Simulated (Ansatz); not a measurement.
Write a Python script for Ansatz's Python interface that makes energies of removing a hydrogen of BrClH2O2Si, SMILES O[Si](O)(Cl)Br. Settings (for the species named): r2scan0, def2-TZVP basis, multiplicity 1.

```xyz
7

O    -0.5613    0.6212    1.0990
Si    0.0346    0.0189   -0.2836
O     1.4673   -0.6520    0.0352
Cl   -1.1306   -1.4800   -0.8312
Br    0.1913    1.5479   -1.8516
H    -1.4693    1.1128    0.9623
H     1.5292   -1.2368    0.8243
```

`bde.py`:
```python
import ansatz as az


def total_energy(molecule, charge=0, unpaired=0):
    calc = molecule.calculation().basis(gaussian="def2-TZVP").functional("R2SCAN0")
    if charge:
        calc = calc.charge(charge)
    if unpaired:
        calc = calc.spin("collinear", total=unpaired)
    report = calc.run(threads=1).report
    if report["published_state_doubts"]:
        print("  doubts:", report["published_state_doubts"])
    return report["free_energy_ev"]

def without(molecule, index):
    rest = az.Crystal.molecule()
    for i, site in enumerate(molecule.cartesian_sites):
        if i != index:
            rest = rest.atom(site.symbol, site.position_ang)
    return rest

geometry_ang = [
    ("O", (-0.5613, 0.6212, 1.099)),
    ("Si", (0.0346, 0.0189, -0.2836)),
    ("O", (1.4673, -0.652, 0.0352)),
    ("Cl", (-1.1306, -1.48, -0.8312)),
    ("Br", (0.1913, 1.5479, -1.8516)),
    ("H", (-1.4693, 1.1128, 0.9623)),
    ("H", (1.5292, -1.2368, 0.8243)),
]
system = az.Crystal.molecule()
for symbol, xyz in geometry_ang:
    system = system.atom(symbol, xyz)

whole = total_energy(system, 0)
hydrogen = total_energy(az.Crystal.molecule().atom("H", (0, 0, 0)), 0, 1)
print(f"E(molecule) = {whole:.5f} eV, E(H) = {hydrogen:.5f} eV")
for index in [6]:
    radical = total_energy(without(system, index), 0, 1)
    print(f"H{index}: homolysis {23.060548 * (radical + hydrogen - whole):.1f} kcal/mol")
```

```console
$ python bde.py
E(molecule) = -94576.63384 eV, E(H) = -13.60215 eV
H6: homolysis 120.7 kcal/mol
```

Reading the output:
- Total energies depend on the basis set; only differences at equal settings carry meaning.
- The geometry is a force-field or estimated start, not a minimum of this method, and the basis set is short of its limit. All parts are taken at fixed geometry, without zero-point energy.
- The spin-orbit lowering of heavy atoms is left out.
- Finished in 2 min on 1 thread of Arm Neoverse V2 (shared host), peak memory 1.2 GiB.
